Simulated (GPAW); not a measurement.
Runs of GPAW 26.7.0 on PtSe. Symmetry: Fm-3m, No. 225, cubic system. Conventional cell: a = 5.597 Å, b = 5.597 Å, c = 5.597 Å, α = 90.00°, β = 90.00°, γ = 90.00°. Around Pt (site symmetry m-3m) lie 6 Se at 2.80 Å. Se (site symmetry m-3m) is surrounded by 6 Pt at 2.80 Å. The cell comes from a database or a generator and needn't be the stable form of this composition.

```csv
level,gap on the mesh (eV),pressure (GPa),relaxed volume (Å³/atom)
BLYP+D3M(BJ),none,-0.1,(a)
BLYP+D3(op),none,-0.1,18.64
BLYP+D3(BJ)+ATM,none,-0.1,18.32
BLYP,none,0.0,19.84
BLYP+D3,none,0.0,(b)
BLYP+D3(BJ),none,-0.1,18.20
```

Alike in all rows: task relaxation of cell and atoms; potentials or basis PAW data sets generated in the run's folder for this functional, pw; no spin polarisation; cell relaxed; k mesh 8 × 8 × 8; cutoff (eV) 600; smearing fermi-dirac 0.05 eV.

**Question.** Fill in the values left out.

**Answer.** (a) 18.19; (b) 18.86.

Caveats: later steps reuse the first step's grids; pairwise dispersion overbinds metals, which lowers pressure and volume (some runs); the volume moved by over 15 % at a fixed basis, so the end points are rough (some runs).

A k mesh can miss the band edges, and the runs leave out spin-orbit coupling on Pt, Se.

A gap of «none» marks a metal or a gap under the smearing width.
